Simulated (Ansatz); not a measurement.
# CdO5: the cost of one run

Program: Ansatz 0.2.0. Level of theory: DFT PBE, scalar-relativistic, plane waves, PAW. These are calculated values, not measurements.

### 1 The system as given

Symmetry: F-43m, No. 216, cubic system. The conventional cell has a = 6.528 Å, b = 6.528 Å, c = 6.528 Å, α = 90.00°, β = 90.00°, γ = 90.00°. Cd (site symmetry -43m) is surrounded by 16 O at 2.71 to 2.83 Å. O (site symmetry -43m) has 12 O at 2.71 Å and 4 Cd at 2.83 Å as nearest neighbours. O (site symmetry 3m) is surrounded by 9 O at 2.31 to 2.71 Å and 3 Cd at 2.71 Å.

Coordinates:

```
CELL_PARAMETERS angstrom
0.00000 3.26394 3.26394
3.26394 0.00000 3.26394
3.26394 3.26394 0.00000
ATOMIC_POSITIONS crystal
Cd 0.00000 0.00000 0.00000
O 0.25000 0.25000 0.25000
O 0.12500 0.62500 0.62500
O 0.62500 0.62500 0.62500
O 0.62500 0.12500 0.62500
O 0.62500 0.62500 0.12500
```

The cell is invented: species swapped into a database cell of ZrCu5 (F-43m, No. 216), with Cd on the Zr sites and O on the Cu sites. Lengths come from tabulated atomic sizes and are only a guess.

### 2 Probe: one point on a coarse mesh

Input file input.yaml:

```yaml
crystal:
  lattice:
    - [0.0, 3.2639355, 3.2639355]
    - [3.2639355, 0.0, 3.2639355]
    - [3.2639355, 3.2639355, 0.0]
  atoms:
    - { symbol: Cd, position: [0.0, 0.0, 0.0] }
    - { symbol: O, position: [0.25, 0.25, 0.25] }
    - { symbol: O, position: [0.125, 0.625, 0.625] }
    - { symbol: O, position: [0.625, 0.625, 0.625] }
    - { symbol: O, position: [0.625, 0.125, 0.625] }
    - { symbol: O, position: [0.625, 0.625, 0.125] }
basis:
  ecutwfc: 420
kpoints:
  mp_grid: { grid: [4, 4, 4] }
hamiltonian:
  xc: pbe
scf:
  occupations: { method: gaussian, width: 0.1 }
  lower_state_search: "off"
output:
  forces: true
  stress: true
  eigenvalues: true
```

On the command line:

```bash
$ ansatz run input.yaml --threads 1 --pin off --max-ram 2560MiB --backend cpu --events-out ev --progress --plain --runs-dir out
```

What time and memory should one allow on 1 thread of Intel Xeon at 2.70GHz, shared host?

About 1.6 s, with a peak of 0.34 GiB.
